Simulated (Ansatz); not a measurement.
# GaTe3O2: the cost of one run

Method: DFT PBE, scalar-relativistic, plane waves, PAW, in Ansatz 0.2.0.

## (1) Starting point

It takes space group P4mm (No. 99, tetragonal). The conventional cell has a = 5.464 Å, b = 5.464 Å, c = 5.786 Å, α = 90.00°, β = 90.00°, γ = 90.00°. Ga (site symmetry 4mm) is surrounded by 4 Te at 2.74 Å. Around Te (site symmetry 2mm) lie 1 O at 1.96 Å and 2 Ga at 2.74 Å. Around Te (site symmetry 4mm) lie 4 O at 2.73 Å. Around O (site symmetry 2mm) lie 1 Te at 1.96 Å.

As a file:

```cif
data_structure
_symmetry_space_group_name_H-M 'P 1'
_symmetry_Int_Tables_number 1
_cell_length_a 5.4643
_cell_length_b 5.4643
_cell_length_c 5.7860
_cell_angle_alpha 90.000
_cell_angle_beta 90.000
_cell_angle_gamma 90.000
_cell_volume 172.76
loop_
_atom_site_label
_atom_site_type_symbol
_atom_site_fract_x
_atom_site_fract_y
_atom_site_fract_z
_atom_site_occupancy
Ga1 Ga 0.00000 0.00000 0.62646 1
Te1 Te 0.50000 0.00000 0.58458 1
Te2 Te 0.00000 0.50000 0.58458 1
Te3 Te 0.50000 0.50000 0.25801 1
O1 O 0.50000 0.00000 0.24512 1
O2 O 0.00000 0.50000 0.24512 1
```

Recipe of the guess: random cell by space group and Wyckoff sites (P4mm, No. 99). The dimensions are guesses.

## (2) Probe: one point on a coarse mesh

The input, input.yaml:

```yaml
crystal:
  lattice:
    - [5.46429208, 0.0, 0.0]
    - [0.0, 5.46429208, 0.0]
    - [0.0, 0.0, 5.78598421]
  atoms:
    - { symbol: Ga, position: [0.0, 0.0, 0.6264596] }
    - { symbol: Te, position: [0.5, 0.0, 0.58458121] }
    - { symbol: Te, position: [0.0, 0.5, 0.58458121] }
    - { symbol: Te, position: [0.5, 0.5, 0.25800582] }
    - { symbol: O, position: [0.5, 0.0, 0.2451157] }
    - { symbol: O, position: [0.0, 0.5, 0.2451157] }
basis:
  ecutwfc: 420
kpoints:
  mp_grid: { grid: [4, 4, 4] }
hamiltonian:
  xc: pbe
scf:
  occupations: { method: gaussian, width: 0.1 }
  lower_state_search: "off"
output:
  forces: true
  stress: true
  eigenvalues: true
```

Launch:

```console
$ ansatz run input.yaml --threads 1 --pin off --max-ram 2560MiB --backend cpu --events-out ev --progress --plain --runs-dir out
```

Q: Estimate wall time and peak memory on 1 thread of Intel Xeon at 2.50GHz (Skylake/Cascade Lake), shared host.

About 25 s, with a peak of 0.44 GiB.
